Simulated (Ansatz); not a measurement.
# C4H12GaGeN: up Jacob's ladder to CCSD(T)

An exercise on one series of results from a longer session: the logs are not shown, and one member is left open.

Program: Ansatz 0.2.0, Gaussian basis. Level of theory: functionals in def2-TZVPP, the program's frozen cores in correlated methods. These are calculated values, not measurements.

The runs, in order: LDA (SPW92), PBE-D4, revPBE-D4, BLYP-D4, r2SCAN-D4, B97M-V, PBE0-D4, B3LYP-D4, r2SCANh-D4, r2SCAN0-D4, HSE06-D4, BHLYP-D4, CAM-B3LYP-D4, LC-ωPBE, ωB97X-V, ωB97M-V, B2PLYP, PBE-QIDH; CCSD(T)/def2-SVP; CCSD(T)/def2-TZVPP; MP2/def2-QZVPP; extrapolation to the limit; RPA on PBE.

### The relaxed structure

All runs share one geometry, relaxed beforehand with PBE0-D4 in a triple-zeta def2 set.

SMILES `C/[C]([GeH3])=[N]\[Ga]([CH3])[CH3]`, 19 atoms, charge 0, spin multiplicity 1.

Atoms are counted from 1 here; the program's logs count them from 0.

Bond lengths: C1–C2 1.505 Å, C1–H8 1.092 Å, C1–H9 1.095 Å, C1–H10 1.095 Å, C2–Ge3 1.997 Å, C2–N4 1.246 Å, Ge3–H11 1.533 Å, Ge3–H12 1.543 Å, Ge3–H13 1.543 Å, N4–Ga5 1.826 Å, Ga5–C6 1.964 Å, Ga5–C7 1.964 Å, C6–H14 1.093 Å, C6–H15 1.090 Å, C6–H16 1.093 Å, C7–H17 1.093 Å, C7–H18 1.090 Å, C7–H19 1.093 Å. Angles: C2–C1–H8 110.6°, C2–C1–H9 110.3°, C2–C1–H10 110.3°, H8–C1–H9 109.4°, H8–C1–H10 109.4°, H9–C1–H10 106.7°, C1–C2–Ge3 116.3°, C1–C2–N4 125.2°, Ge3–C2–N4 118.4°, C2–Ge3–H11 108.6°, C2–Ge3–H12 110.6°, C2–Ge3–H13 110.7°, H11–Ge3–H12 109.9°, H11–Ge3–H13 109.9°, H12–Ge3–H13 107.3°, C2–N4–Ga5 155.5°, N4–Ga5–C6 115.7°, N4–Ga5–C7 115.7° and more.

The first run:

The input, in.yaml:

```yaml
crystal:
  periodic: [false, false, false]
  atoms:
    - {symbol: C, position_ang: [1.757414, -1.489140, -0.739105]}
    - {symbol: C, position_ang: [1.082501, -0.155189, -0.913773]}
    - {symbol: Ge, position_ang: [1.829668, 1.035959, -2.332136]}
    - {symbol: N, position_ang: [0.109487, 0.250540, -0.250033]}
    - {symbol: Ga, position_ang: [-1.192109, 0.143325, 1.026645]}
    - {symbol: C, position_ang: [-0.736861, 0.912914, 2.774876]}
    - {symbol: C, position_ang: [-2.937485, -0.511739, 0.409738]}
    - {symbol: H, position_ang: [1.274617, -2.063165, 0.055107]}
    - {symbol: H, position_ang: [2.815662, -1.350619, -0.495562]}
    - {symbol: H, position_ang: [1.720635, -2.058975, -1.673116]}
    - {symbol: H, position_ang: [1.029626, 2.344089, -2.342585]}
    - {symbol: H, position_ang: [1.739319, 0.355501, -3.713910]}
    - {symbol: H, position_ang: [3.319633, 1.334316, -2.064233]}
    - {symbol: H, position_ang: [-0.827099, 0.156278, 3.558424]}
    - {symbol: H, position_ang: [0.283693, 1.296814, 2.779854]}
    - {symbol: H, position_ang: [-1.419194, 1.727269, 3.029741]}
    - {symbol: H, position_ang: [-3.221572, -1.411933, 0.960762]}
    - {symbol: H, position_ang: [-2.911696, -0.750864, -0.653803]}
    - {symbol: H, position_ang: [-3.716248, 0.234610, 0.583128]}
basis:
  gaussian: {orbitals: def2-TZVPP}
hamiltonian: {xc: lda}
output: {orbitals: {seedname: orbitals}}
```

On the command line:

```bash
$ ansatz run in.yaml --threads 4 --pin off --events-out ev --progress --plain --max-ram 66560MiB --backend cuda --devices 0, --max-vram 37GiB
```

Among the steps run: LDA; PBE-D4 (GGA); revPBE-D4 (GGA); BLYP-D4 (GGA); r2SCAN-D4 (meta-GGA); B97M-V (meta-GGA); PBE0-D4 (hybrid); B3LYP-D4 (hybrid); r2SCANh-D4 (hybrid); r2SCAN0-D4 (hybrid); HSE06-D4 (hybrid); BHLYP-D4 (hybrid); CAM-B3LYP-D4 (range-separated); LC-ωPBE (range-separated); ωB97X-V (range-separated); ωB97M-V (range-separated); B2PLYP (double hybrid); PBE-QIDH (double hybrid).

One of the session's tables, all rows but one given; the rest of the session is left out.

It belongs to the step «Orbital energies across the functionals». 

| functional | HOMO (eV) | gap (eV) |
| --- | --- | --- |
| LDA (SPW92) | -4.97 | 3.31 |
| PBE-D4 | -4.78 | 3.35 |
| revPBE-D4 | -4.70 | 3.36 |
| BLYP-D4 | -4.67 | 3.38 |
| r2SCAN-D4 | ? | ? |
| B97M-V | -5.06 | 3.90 |
| PBE0-D4 | -5.87 | 5.52 |
| B3LYP-D4 | -5.70 | 5.11 |
| r2SCANh-D4 | -5.36 | 4.53 |
| r2SCAN0-D4 | -6.00 | 5.76 |
| HSE06-D4 | -5.48 | 4.74 |
| BHLYP-D4 | -6.92 | 7.45 |
| CAM-B3LYP-D4 | -7.16 | 7.83 |
| LC-ωPBE | -8.39 | 10.23 |
| ωB97X-V | -8.10 | 9.75 |
| ωB97M-V | -8.03 | 9.43 |

Q: Estimate the row for r2SCAN-D4 from the others.

Worked estimate for «HOMO (eV)». Against the share of exact exchange, r2SCANh-D4 (0.1, -5.36), r2SCAN0-D4 (0.25, -6.00) give a slope of -4.27 per unit share; at 0 the line stands at -4.93.

The run gave: HOMO (eV): -4.95; gap (eV): 3.72. In «HOMO (eV)» the line misses by +0.02.
